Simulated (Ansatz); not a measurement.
# CH9B2GaSi: taking an electron away

How much energy removes an electron from CH9B2GaSi at fixed geometry? The cation is run at each level and the neutral's energy taken from earlier runs.

Program: Ansatz 0.2.0, Gaussian basis. Level of theory: unrestricted cation, the program's frozen cores in correlated methods. These are calculated values, not measurements.

The runs, in order: UKS PBE-D4/def2-TZVPP; UKS r2SCAN-D4/def2-TZVPP; UKS PBE0-D4/def2-TZVPP; UKS B3LYP-D4/def2-TZVPP; UKS wB97X-V/def2-TZVPP; UKS wB97M-V/def2-TZVPP; UKS B2PLYP/def2-TZVPP; UHF-CCSD(T)/def2-TZVPP; UHF-MP2/def2-QZVPP; extrapolation to the limit; then −ε(HOMO) from the neutral's earlier runs with LDA (SPW92), PBE-D4, revPBE-D4, BLYP-D4, r2SCAN-D4, B97M-V, PBE0-D4, B3LYP-D4, r2SCANh-D4, r2SCAN0-D4, HSE06-D4, BHLYP-D4, CAM-B3LYP-D4, LC-ωPBE, ωB97X-V, ωB97M-V.

## Step 1: Structure used throughout

All runs share one geometry, relaxed beforehand with PBE0-D4 in a triple-zeta def2 set.

14 atoms, charge 0, spin multiplicity 1.

Atoms are counted from 1 here; the program's logs count them from 0.

Bond lengths: B1–B2 1.536 Å, B1–Ga3 2.172 Å, B1–H6 1.194 Å, B1–H7 1.229 Å, B2–Ga3 2.422 Å, B2–C4 1.509 Å, Ga3–H8 1.581 Å, Ga3–H9 1.570 Å, C4–Si5 1.903 Å, C4–H10 1.094 Å, C4–H11 1.096 Å, Si5–H12 1.483 Å, Si5–H13 1.483 Å, Si5–H14 1.485 Å. Angles: B2–B1–Ga3 79.5°, B2–B1–H6 129.4°, B2–B1–H7 112.0°, Ga3–B1–H6 108.7°, Ga3–B1–H7 81.5°, H6–B1–H7 118.6°, B1–B2–Ga3 61.9°, B1–B2–C4 173.5°, Ga3–B2–C4 117.1°, B1–Ga3–B2 38.6°, B1–Ga3–H8 127.9°, B1–Ga3–H9 112.6°, B2–Ga3–H8 96.9°, B2–Ga3–H9 143.6°, H8–Ga3–H9 118.0°, B2–C4–Si5 106.8°, B2–C4–H10 115.6°, B2–C4–H11 111.4° and more.

Coordinates:

```xyz
14
CH9B2GaSi
B    -0.7754    0.7441    1.7075
B    -0.2717   -0.3903    0.8024
Ga   -1.8995    1.1565   -0.1051
C     0.3323   -1.3910   -0.1525
Si    1.8638   -0.5635   -0.9218
H    -1.5348    0.6995    2.6277
H    -0.2657    1.8245    1.4185
H    -1.3783    1.1287   -1.5976
H    -3.2722    1.8603    0.1839
H    -0.3191   -1.7185   -0.9677
H     0.7277   -2.2641    0.3791
H     1.5220    0.7699   -1.4732
H     2.9127   -0.4205    0.1167
H     2.3581   -1.4356   -2.0179
```

## Step 2: Cation, UKS PBE-D4/def2-TZVPP

The input, in.yaml:

```yaml
crystal:
  periodic: [false, false, false]
  atoms:
    - {symbol: B, position_ang: [-0.775372, 0.744137, 1.707495]}
    - {symbol: B, position_ang: [-0.271664, -0.390271, 0.802368]}
    - {symbol: Ga, position_ang: [-1.899517, 1.156465, -0.105121]}
    - {symbol: C, position_ang: [0.332294, -1.391001, -0.152518]}
    - {symbol: Si, position_ang: [1.863844, -0.563513, -0.921787]}
    - {symbol: H, position_ang: [-1.534795, 0.699461, 2.627693]}
    - {symbol: H, position_ang: [-0.265664, 1.824456, 1.418482]}
    - {symbol: H, position_ang: [-1.378275, 1.128672, -1.597573]}
    - {symbol: H, position_ang: [-3.272236, 1.860339, 0.183937]}
    - {symbol: H, position_ang: [-0.319112, -1.718516, -0.967661]}
    - {symbol: H, position_ang: [0.727680, -2.264088, 0.379132]}
    - {symbol: H, position_ang: [1.522022, 0.769871, -1.473163]}
    - {symbol: H, position_ang: [2.912690, -0.420456, 0.116659]}
    - {symbol: H, position_ang: [2.358094, -1.435565, -2.017943]}
basis:
  gaussian: {orbitals: def2-TZVPP}
total_charge: 1
magnetization: {spin_polarized: true, initial_magnetization: 1}
hamiltonian: {xc: pbe, dispersion: d4}
```

Launch:

```console
> ansatz run in.yaml --threads 2 --pin off --events-out ev --progress --plain --max-ram 32768MiB --backend cuda --devices 0, --max-vram 18GiB
```

After this run come: Cation, UKS r2SCAN-D4/def2-TZVPP; Cation, UKS PBE0-D4/def2-TZVPP; Cation, UKS B3LYP-D4/def2-TZVPP; Cation, UKS wB97X-V/def2-TZVPP; Cation, UKS wB97M-V/def2-TZVPP; Cation, UKS B2PLYP (frozen core)/def2-TZVPP; Cation, UHF-CCSD(T)/def2-TZVPP; Cation, UHF-MP2/def2-QZVPP.

**Question.** What will the summary of the whole plan be? Wanted: ionisation energy, CCSD(T)/CBS; nearest functional by difference; nearest −ε(HOMO); −ε(HOMO) of PBE; T1 of the cation.

The runs gave:

| quantity | value |
| --- | --- |
| ionisation energy, CCSD(T)/CBS | 8.68 eV |
| nearest functional by difference | B3LYP-D4 (-0.17 eV) |
| nearest −ε(HOMO) | ωB97M-V (-0.05 eV) |
| −ε(HOMO) of PBE | 5.66 eV |
| T1 of the cation | 0.016 |

By cation minus neutral, the functionals miss by 0.30 eV at most. −ε(HOMO) of PBE misses by 3.0 eV, since self-interaction lifts the level. Among orbital estimates ωB97M-V comes nearest. Hartree-Fock falls 1.22 eV short, as the neutral has more correlation energy than the cation. Correlated methods include outer-core shells of Ga, which these sets cover unevenly. With outer-core shells in play the reference is unsure by up to some tenths of an eV, so close misses can't be ranked.
